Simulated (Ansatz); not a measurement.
I need a single point in a Gaussian basis of CH9AlBNSi, SMILES [BH2][AlH][N](C)[SiH3]. Use the Python package of Ansatz (0.2.0). Settings: B3LYP, 6-31G* basis, multiplicity 1.

`ch9albnsi.xyz`
```text
14

B    -1.05800    2.17440   -0.19260
Al   -1.46760    0.29650    0.46770
N    -0.17720   -1.07650    0.19430
C     0.23280   -1.22360   -1.21950
Si    1.34320   -0.58320    1.07220
H    -0.08450    2.48840   -0.74050
H    -1.89390    3.06330   -0.04840
H    -2.81020   -0.03260    1.17510
H     0.54730   -0.27180   -1.61960
H     0.91630   -2.03580   -1.33560
H    -0.76570   -1.54540   -1.74430
H     1.86120    0.70560    0.56610
H     0.99190   -0.39270    2.50550
H     2.35150   -1.59570    0.94840
```

`ch9albnsi_energy.py`
```python
"""Electronic structure of the CH9AlBNSi molecule."""

import ansatz as az
import numpy as np

mol = az.Crystal.molecule_from_extxyz("ch9albnsi.xyz")

calc = (
    mol.calculation()
    .basis(gaussian="6-31G*")
    .functional("B3LYP")
    .accuracy("high")
    .forces()
)
trace = []
outcome = calc.session().plan().execute(on_event=trace.append)
report = outcome.report
for event in trace:
    if event["event"] == "mean_field_evaluation" and event["data"]["evaluation"] <= 25:
        print("pass {evaluation:3d}  E = {energy_ev:.6f} eV  gradient {gradient_ev:.1e}".format(**event["data"]))

for key in ("converged", "free_energy_ev", "reference_energy_ev", "n_frozen", "n_occupied", "n_virtual"):
    print(f"{key:22s} {report[key]}")

state = report["mean_field"]["state"]
print(f"mean field: {state['energy']['hartree']:.7f} Ha, <S^2> = {abs(state['spin_squared']):.4f}, stability: {state.get('stability', {}).get('kind')}")

symbols = [site.symbol for site in mol.cartesian_sites]
print("forces (eV/A)")
for symbol, f in zip(symbols, report["forces_ev_ang"]):
    print(f"  {symbol:2s} {f[0]:9.4f} {f[1]:9.4f} {f[2]:9.4f}")

charges = report["charge_distribution"]
print("dipole moment", round(4.803205 * float(np.linalg.norm(charges["dipole_moment_e_ang"])), 3), "D")
print("Mulliken:", [(s, round(q, 3)) for s, q in zip(symbols, charges["mulliken_charges_e"])])
```

```console
$ python ch9albnsi_energy.py
pass   1  E = -17815.050621 eV  gradient 6.0e+01
pass   2  E = -17760.852725 eV  gradient 1.3e+02
pass   3  E = -17820.566291 eV  gradient 2.9e+01
pass   4  E = -17822.877443 eV  gradient 8.9e+00
pass   5  E = -17823.062290 eV  gradient 4.5e+00
pass   6  E = -17823.103349 eV  gradient 8.6e-01
pass   7  E = -17823.103384 eV  gradient 8.6e-01
pass   8  E = -17823.306559 eV  gradient 1.1e+00
pass   9  E = -17823.310120 eV  gradient 2.0e-01
pass  10  E = -17823.310257 eV  gradient 8.1e-02
pass  11  E = -17823.310277 eV  gradient 1.9e-02
pass  12  E = -17823.310286 eV  gradient 2.0e-02
pass  13  E = -17823.310287 eV  gradient 4.6e-03
pass  14  E = -17823.310287 eV  gradient 1.2e-03
pass  15  E = -17823.310287 eV  gradient 3.2e-04
pass  16  E = -17823.310287 eV  gradient 3.3e-04
pass  17  E = -17823.310287 eV  gradient 5.6e-05
pass  18  E = -17823.310287 eV  gradient 2.0e-05
pass  19  E = -17823.310287 eV  gradient 2.0e-05
pass  20  E = -17823.310287 eV  gradient 5.8e-06
pass  21  E = -17823.310287 eV  gradient 5.9e-07
pass  22  E = -17823.310287 eV  gradient 6.0e-07
pass  23  E = -17823.310287 eV  gradient 2.3e-07
pass  24  E = -17823.310287 eV  gradient 5.0e-08
pass  25  E = -17823.310287 eV  gradient 5.0e-08
converged              True
free_energy_ev         -17823.310338036936
reference_energy_ev    -17823.310338036936
n_frozen               0
n_occupied             [27, 27]
n_virtual              [74, 74]
mean field: -654.9945738 Ha, <S^2> = 0.0000, stability: minimum
forces (eV/A)
  B    -1.0593    1.5328   -0.1276
  Al    0.6283   -1.9699    0.1581
  N     1.2500    1.3107    1.4961
  C    -3.9608   -0.3747   -0.0682
  Si   -2.2703   -0.0926   -0.1163
  H     0.7972    0.3639   -0.4367
  H     0.5109   -0.3335   -0.0608
  H    -0.4394   -0.2569    0.3077
  H     0.6061    0.2596   -0.8437
  H     0.8750   -0.4666   -0.3431
  H     1.9199    0.4643    0.1363
  H     0.3109    0.2318   -0.1008
  H     0.0316    0.0568    0.1194
  H     0.8000   -0.7258   -0.1206
dipole moment 1.373 D
Mulliken: [('B', -0.05), ('Al', 0.443), ('N', -0.687), ('C', -0.31), ('Si', 0.449), ('H', 0.009), ('H', -0.009), ('H', -0.08), ('H', 0.16), ('H', 0.174), ('H', 0.131), ('H', -0.082), ('H', -0.091), ('H', -0.058)]
```

Caveats:
- The settings weren't tested for convergence.
- The geometry is a force-field or estimated start, not a minimum of this method, and the basis set is short of its limit.
- b3lyp holds the VWN-RPA fit, as in Gaussian; the form of ORCA and Turbomole is b3lyp5.
- Early passes use coarser integrals and grids, so their energies can't be compared with the last.
- Timing: 22 s on 1 thread of Arm Neoverse V2, with other jobs on the host, peak memory 0.49 GiB.

(Lines on the test bed's own set-up are left out of the output.)
